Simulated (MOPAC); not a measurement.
# C2H9FSi2 (SMILES CC[SiH2][SiH2]F): PM6

What is the electrostatic solvation energy at fixed shape (COSMO, dmf) of C2H9FSi2 at PM6? 

The calculation is run with MOPAC 23.2.5.

4 further runs of the same task are left out: 4 set aside as unsound or not needed.

**1. The structure to begin with**

C2H9FSi2: 14 atoms, total charge 0, spin state singlet. As SMILES, `CC[SiH2][SiH2]F`. Geometry: a rough force-field guess. This is one conformer, not always the lowest.

Bond lengths: C1–C2 1.579 Å, C2–Si3 1.882 Å, Si3–Si4 2.210 Å, Si4–F5 1.604 Å, C1–H6 1.087 Å, C1–H7 1.118 Å, C1–H8 1.030 Å, C2–H9 1.114 Å, C2–H10 1.093 Å, Si3–H11 1.504 Å, Si3–H12 1.509 Å, Si4–H13 1.564 Å, Si4–H14 1.483 Å. Some angles: C1–C2–Si3 114.9°, C2–Si3–Si4 110.3°, Si3–Si4–F5 113.6°, C1–C2–H9 106.8°, C1–C2–H10 108.9°, Si3–C2–H9 110.6°, Si3–C2–H10 109.6°, C2–C1–H6 108.6°, C2–C1–H7 107.0°, C2–C1–H8 112.9°.

**2. Energy and gradient at PM6**

calc.mop

```
PM6 1SCF BONDS GRADIENTS DISP AUX(PRECISION=6) THREADS=1
C2H9FSi2, PM6

C      1.689800 1     0.345900 1     1.557200 1
C      0.295300 1     0.472600 1     0.828400 1
Si     0.104000 1    -0.596200 1    -0.709300 1
Si    -1.895700 1    -0.303000 1    -1.604300 1
F     -2.218200 1     1.224800 1    -1.971200 1
H      2.463800 1     0.714500 1     0.889300 1
H      1.670500 1     1.051300 1     2.424400 1
H      1.885400 1    -0.611300 1     1.884000 1
H     -0.486600 1     0.220200 1     1.581400 1
H      0.124000 1     1.521100 1     0.570400 1
H      0.342400 1    -2.022400 1    -0.296000 1
H      1.216300 1    -0.222200 1    -1.658600 1
H     -3.055800 1    -0.718900 1    -0.641000 1
H     -2.148100 1    -1.105600 1    -2.825800 1
```

Command:

```
mopac calc.mop
```

calc.out (excerpt; [...] marks lines left out):

```text
MOPAC v23.2.5
PM6 CALCULATION RESULTS
[...]
           Empirical Formula: C2 H9 Si2 F  =    14 atoms
      MOLECULAR POINT GROUP   :   C1
[...]
     SCF FIELD WAS ACHIEVED
[...]
                              SUM =        -92.45672 KCAL/MOL = FINAL HEAT OF FORMATION
          TOTAL ENERGY            =       -986.02402 EV
          ELECTRONIC ENERGY       =      -3029.00579 EV
          CORE-CORE REPULSION     =       2042.98177 EV
          COSMO AREA              =        154.34 SQUARE ANGSTROMS
          COSMO VOLUME            =        152.32 CUBIC ANGSTROMS
          GRADIENT NORM           =         96.54503          =       25.80274 PER ATOM
          IONIZATION POTENTIAL    =          8.890350 EV
          HOMO LUMO ENERGIES (EV) =         -8.890 -0.749
          NO. OF FILLED LEVELS    =         16
          MOLECULAR WEIGHT        =        108.2625         POINT GROUP:  C1
[...]
                             CARTESIAN COORDINATES
   1    C        1.689800000     0.345900000     1.557200000
   2    C        0.295300000     0.472600000     0.828400000
   3   Si        0.104000000    -0.596200000    -0.709300000
   4   Si       -1.895700000    -0.303000000    -1.604300000
   5    F       -2.218200000     1.224800000    -1.971200000
   6    H        2.463800000     0.714500000     0.889300000
   7    H        1.670500000     1.051300000     2.424400000
   8    H        1.885400000    -0.611300000     1.884000000
   9    H       -0.486600000     0.220200000     1.581400000
  10    H        0.124000000     1.521100000     0.570400000
  11    H        0.342400000    -2.022400000    -0.296000000
  12    H        1.216300000    -0.222200000    -1.658600000
  13    H       -3.055800000    -0.718900000    -0.641000000
[...]
              NET ATOMIC CHARGES AND DIPOLE CONTRIBUTIONS
  ATOM NO.   TYPE          CHARGE      No. of ELECS.   s-Pop       p-Pop       d-Pop
    1          C          -0.371869        4.3719     1.07229     3.29958
    2          C          -0.594005        4.5940     1.09417     3.49984
    3         Si           0.222336        3.7777     1.22755     2.03521     0.51490
    4         Si           0.427029        3.5730     1.19084     1.59342     0.78872
    5          F          -0.379438        7.3794     1.93100     5.44844
    6          H           0.140006        0.8600     0.85999
    7          H           0.137586        0.8624     0.86241
    8          H           0.136062        0.8639     0.86394
    9          H           0.174503        0.8255     0.82550
   10          H           0.174654        0.8253     0.82535
   11          H          -0.006166        1.0062     1.00617
   12          H          -0.011918        1.0119     1.01192
[...]
 DIPOLE           X         Y         Z       TOTAL
 POINT-CHG.     0.623    -2.934     0.145     3.003
 HYBRID         0.126     1.919     0.707     2.049
 SUM            0.749    -1.015     0.852     1.522
[...]
 * JOB ENDED NORMALLY *
[...]
```

Wall time 0.04 s (1 thread of Arm Neoverse N1, shared host).

**3. A single-point energy at PM6 (COSMO dmf)**

mol.xyz

```xyz
14

C      1.689800     0.345900     1.557200
C      0.295300     0.472600     0.828400
Si     0.104000    -0.596200    -0.709300
Si    -1.895700    -0.303000    -1.604300
F     -2.218200     1.224800    -1.971200
H      2.463800     0.714500     0.889300
H      1.670500     1.051300     2.424400
H      1.885400    -0.611300     1.884000
H     -0.486600     0.220200     1.581400
H      0.124000     1.521100     0.570400
H      0.342400    -2.022400    -0.296000
H      1.216300    -0.222200    -1.658600
H     -3.055800    -0.718900    -0.641000
H     -2.148100    -1.105600    -2.825800
```

run.py

```python
from ase.calculators.mopac import MOPAC
from ase.io import read

molecule = read("mol.xyz")
pm = MOPAC(label="job", method="PM6", task="1SCF GRADIENTS EPS=37.2 THREADS=1 AUX(PRECISION=6)")
molecule.calc = pm
e = molecule.get_potential_energy()
print("energy / eV: %.6f" % e)
print("forces (eV/A):")
for sym, f in zip(molecule.get_chemical_symbols(), molecule.get_forces()):
    print(f"{sym:2s} {f[0]:10.5f} {f[1]:10.5f} {f[2]:10.5f}")
print("dipole (e A):", molecule.get_dipole_moment().round(4))
homo, lumo = pm.get_homo_lumo_levels()
print(f"HOMO {homo:.3f} eV, LUMO {lumo:.3f} eV, gap {lumo - homo:.3f} eV")
```

Command:

```
export ASE_MOPAC_COMMAND="mopac PREFIX.mop > /dev/null 2>&1"
python run.py
```

The log of the run:

```text
energy / eV: -4.129947
forces (eV/A):
C    -1.75270    2.11438   -0.86639
C     0.87140   -0.54218    0.80438
Si    0.05257    0.35197   -0.07230
Si   -0.57631   -1.54657    1.13148
F    -0.02045    0.81814   -0.18772
H     0.37351   -0.06271   -0.09560
H     0.09589   -0.39055   -0.23266
H     0.35770   -1.47629    0.50415
H    -0.04873    0.01451   -0.05106
H    -0.03832    0.45069   -0.03661
H    -0.26460    0.01544   -0.23054
H    -0.20921   -0.15033    0.01034
H     0.97494    0.34388   -0.63405
H     0.18432    0.05962   -0.04342
dipole (e A): [ 0.1697 -0.3035  0.1957]
HOMO -8.818 eV, LUMO -0.733 eV, gap 8.085 eV
```

The calculator wrote job.mop:

```
PM6 1SCF GRADIENTS EPS=37.2 THREADS=1 AUX(PRECISION=6) DISP RELSCF=0.0001 
Title: ASE calculation

 C  1.6898 1 0.3459 1 1.5572 1
 C  0.2953 1 0.4726 1 0.8284 1
 Si 0.104 1 -0.5962 1 -0.7093 1
 Si -1.8957 1 -0.303 1 -1.6043 1
 F  -2.2182 1 1.2248 1 -1.9712 1
 H  2.4638 1 0.7145 1 0.8893 1
 H  1.6705 1 1.0513 1 2.4244 1
 H  1.8854 1 -0.6113 1 1.884 1
 H  -0.4866 1 0.2202 1 1.5814 1
 H  0.124 1 1.5211 1 0.5704 1
 H  0.3424 1 -2.0224 1 -0.296 1
 H  1.2163 1 -0.2222 1 -1.6586 1
 H  -3.0558 1 -0.7189 1 -0.641 1
 H  -2.1481 1 -1.1056 1 -2.8258 1
```

It took 1.1 s on 1 thread of Arm Neoverse N1, shared host.

**4. Outcome**

At PM6:

| quantity | value |
| --- | --- |
| gas phase: total energy | -36.23571 Eh |
| gas phase: dipole moment | 1.52 D |
| gas phase: HOMO energy | -8.89 eV |
| gas phase: LUMO energy | -0.75 eV |
| gas phase: HOMO–LUMO gap | 8.14 eV |
| gas phase: heat of formation at this unrelaxed shape | -92.5 kcal/mol |
| gas phase: largest force on an atom | 2.862 eV/Å |
| COSMO, dmf: total energy | -36.24015 Eh |
| COSMO, dmf: dipole moment | 1.92 D |
| COSMO, dmf: HOMO energy | -8.82 eV |
| COSMO, dmf: LUMO energy | -0.73 eV |
| COSMO, dmf: HOMO–LUMO gap | 8.08 eV |
| COSMO, dmf: heat of formation at this unrelaxed shape | -95.2 kcal/mol |
| COSMO, dmf: largest force on an atom | 2.880 eV/Å |
| energy change from gas to solvent at fixed shape | -0.121 eV |

**Reading.** The solvent model (COSMO, dmf) lowers the energy by 0.12 eV (−2.8 kcal/mol) at the same shape. It holds the electrostatic part alone, without cavity or dispersion terms. The largest force (COSMO, dmf) is 2.88 eV/Å: the shape isn't a stationary point for this species at this level. The largest force (gas phase) is 2.86 eV/Å: the shape isn't a stationary point for this species at this level.
